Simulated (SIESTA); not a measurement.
Crystal: MgFeCoO4.

```
CELL_PARAMETERS angstrom
4.99028 0.00000 0.00000
0.00000 2.95047 0.00000
-1.44924 0.00000 4.89336
ATOMIC_POSITIONS crystal
Co 0.00000 0.50000 0.50000
Fe 0.50000 0.00000 0.50000
Mg 0.00000 0.00000 0.00000
O 0.78613 0.00000 0.29339
O 0.21387 0.00000 0.70661
O 0.24483 0.50000 0.26669
O 0.75517 0.50000 0.73331
```

The cell comes from a database or a generator and needn't be the stable form of this composition.

| Property | Result |
| --- | --- |
| Program | SIESTA 5.4.2 |
| Task | single point |
| Functional | PBE |
| Potentials or basis | PseudoDojo 0.4 standard (PBE files) |
| Basis | DZP (energy shift 0.003 Ry; two zetas on semicore shells) |
| Grid cutoff | 800 Ry |
| Energy shift | 0.003 Ry |
| k mesh | 6 × 9 × 6 |
| Occupations | fermi-dirac, width 0.05 eV |
| Spin | collinear spin, ferromagnetic start |
| Starting moments | [2.0, 3.0, 0.0, 0.0, 0.0, 0.0, 0.0] μB |

On this cell: pressure 1.3 GPa; largest force 0.486 eV/Å; net moment 4.96 μB per cell; site moments Co +0.21; Fe +4.04; Mg +0.01; O +0.13, +0.22 μB; band gap on the k mesh none (metal or under the smearing width).

The same run follows on a disturbed copy (atoms moved at random, drawn with an rms of 0.05 Å):

```
Co Fe Mg O
1.0
     4.99028    0.00000    0.00000
     0.00000    2.95047    0.00000
    -1.44924    0.00000    4.89336
Co Fe Mg O
1 1 1 4
Direct
  0.99334 0.48882 0.49663
  0.49999 0.01010 0.50492
  0.00285 0.00871 0.01140
  0.77736 0.99168 0.29162
  0.21265 0.00966 0.70876
  0.24983 0.50724 0.26966
  0.75000 0.51545 0.73514
```

What changes?

The energy (extrapolated to zero smearing) moves by +13.7 meV/atom; pressure 0.7 GPa; largest force 0.978 eV/Å; net moment 4.95 μB per cell; site moments Co +0.18; Fe +4.04; Mg +0.01; O +0.13, +0.22, +0.23 μB; band gap on the k mesh none (metal or under the smearing width).

Forces in eV/Å, atoms in the order of the input:
```
Co   0.105  0.778  0.583
Fe  -0.043  0.077  0.169
Mg   0.091 -0.022 -0.548
O    0.661  0.001  0.033
O   -0.678 -0.432 -0.283
O   -0.830 -0.110 -0.281
O    0.690 -0.295  0.327
```

Stress tensor (GPa, compression positive):
```
-0.27 -0.56 -1.10
-0.56 -0.08 -1.04
-1.10 -1.04  2.35
```

Caveats: short orbitals over semicore shells can move pressures by several GPa; the basis of atomic orbitals isn't converged, which shifts pressures, moduli and gaps; semilocal functionals often make such compounds metallic where correlation or magnetic order opens a gap, which also shifts bond lengths; only a ferromagnetic start was run, and an antiferromagnetic order may lie lower in energy.
